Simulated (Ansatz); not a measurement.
# SnO (tin(ii) oxide) at PBE0/STO-3G

Aim: the electronic atomisation energy of SnO (tin(ii) oxide) at PBE0/STO-3G, from 3 runs. 

The calculation is run with Ansatz 0.2.0.

55 further runs of the same task are left out: 20 that didn't finish, 35 set aside as unsound or not needed.

## 1. The molecule

SnO has 2 atoms, charge 0, and is taken as a singlet. As SMILES, `[O]=[Sn]`. The shape comes from GFN2-xTB, which is rough for such elements, and wasn't checked as a minimum.

Bond lengths: O1–Sn2 1.804 Å.

## 2. A single-point energy at PBE0/STO-3G

File molecule.yaml:

```yaml
crystal:
  periodic: [false, false, false]
  atoms:
    - symbol: O
      position_ang: [0.000000, 0.000000, 0.000000]
    - symbol: Sn
      position_ang: [0.000000, 0.000000, 1.803580]
basis:
  gaussian:
    orbitals: STO-3G
accuracy: high
hamiltonian:
  xc: pbe0
```

Command:

```bash
$ ansatz run molecule.yaml --threads 1 --pin off --max-ram 2610MiB --events-out events.jsonl --progress --plain --runs-dir runs
```

The program printed:

```text
Warning: RAYON_NUM_THREADS=1 ignored (pool sized by the plan → 1); use --threads N
Functional definition: PBE0
  name "PBE0"
  parameter a = 0.25
  parameter kappa = 0.804
  parameter beta = 0.06672455060314922
  exchange = (1 - a)*pbe_x(kappa = kappa, mu = beta*pi^2/3) + a*exact_x
  correlation = pbe_c(beta = beta)
568 factors; integrals over basis functions are off by at most 5.0e-9 eV
mean field evaluation 1: about -164325.8831 eV, gradient 3.7e1 eV
mean field evaluation 2: about -164231.5143 eV, gradient 1.4e2 eV
mean field evaluation 4: about -164332.1412 eV, gradient 1.1e1 eV
mean field evaluation 8: about -164332.5289 eV, gradient 5.1e-2 eV
mean field evaluation 16: about -164332.5230 eV, gradient 6.3e-6 eV
mean field -164332.52302997 eV, -6039.1088327667 hartree, gradient 6.7e-8 eV, S^2 0.000000; 0 other end points of the search recorded, 0 dependent functions left out
reference -164332.52303108 eV, -6039.1088328073 hartree; 29, 29 occupied and 3, 3 virtual orbitals, 568 factors
Total energy: -164332.52303108 eV, -6039.1088328073 hartree
```

It took 1.4 s on 1 thread of Arm Neoverse V2, shared host; peak memory 0.098 GiB.

## 3. The O atom, same level

File job.yaml:

```yaml
crystal:
  periodic: [false, false, false]
  atoms:
    - {symbol: O, position_ang: [0.000000, 0.000000, 0.000000]}
basis:
  gaussian:
    orbitals: STO-3G
total_charge: 0
magnetization:
  spin_polarized: true
  initial_magnetization: 2
hamiltonian:
  xc: pbe0
accuracy: high
```

Run the same way, it converges to -73.97643 Eh (log not shown).

## 4. The Sn atom, same level

File molecule.yaml:

```yaml
crystal:
  periodic: [false, false, false]
  atoms:
    - symbol: Sn
      position_ang: [0.000000, 0.000000, 0.000000]
basis:
  gaussian:
    orbitals: STO-3G
magnetization:
  spin_polarized: true
  initial_magnetization: 2
hamiltonian:
  xc: pbe0
accuracy: high
```

Command:

```bash
$ ansatz run molecule.yaml --threads 1 --pin off --max-ram 2610MiB --events-out events.jsonl --progress --plain --runs-dir runs
```

The program printed:

```text
Warning: RAYON_NUM_THREADS=1 ignored (pool sized by the plan → 1); use --threads N
Functional definition: PBE0
  name "PBE0"
  parameter a = 0.25
  parameter kappa = 0.804
  parameter beta = 0.06672455060314922
  exchange = (1 - a)*pbe_x(kappa = kappa, mu = beta*pi^2/3) + a*exact_x
  correlation = pbe_c(beta = beta)
251 factors; integrals over basis functions are off by at most 4.4e-9 eV
mean field evaluation 1: about -162313.4764 eV, gradient 2.1e-1 eV
mean field evaluation 2: about -162313.4765 eV, gradient 6.6e-3 eV
mean field evaluation 4: about -162313.4775 eV, gradient 1.1e-4 eV
mean field evaluation 8: about -162313.4775 eV, gradient 3.9e-8 eV
mean field -162313.47753268 eV, -5964.9102792993 hartree, gradient 2.4e-8 eV, S^2 2.000001; 0 other end points of the search recorded, 0 dependent functions left out
reference -162313.47753387 eV, -5964.9102793433 hartree; 26, 24 occupied and 1, 3 virtual orbitals, 251 factors
Total energy: -162313.47753387 eV, -5964.9102793433 hartree
```

Wall time 1.1 s (1 thread of Arm Neoverse V2, shared host); peak memory 0.099 GiB.

## 5. Summary of results

Level: PBE0/STO-3G.

```
                     quantity           value
       molecule: total energy  -6039.10883 Eh
         O atom: total energy    -73.97643 Eh
                 O atom: ⟨S²⟩           2.000
        Sn atom: total energy  -5964.91028 Eh
                Sn atom: ⟨S²⟩           2.000
electronic atomisation energy        6.044 eV
```

What this shows: Taking the molecule apart into free atoms costs 6.04 eV (139 kcal/mol), before zero-point energy and without spin-orbit coupling. In a minimal basis such a difference can be off by several eV, whatever the method. Relativity is left out (molecule) although the molecule holds a heavy atom. Relativity is left out (Sn atom) although the molecule holds a heavy atom.
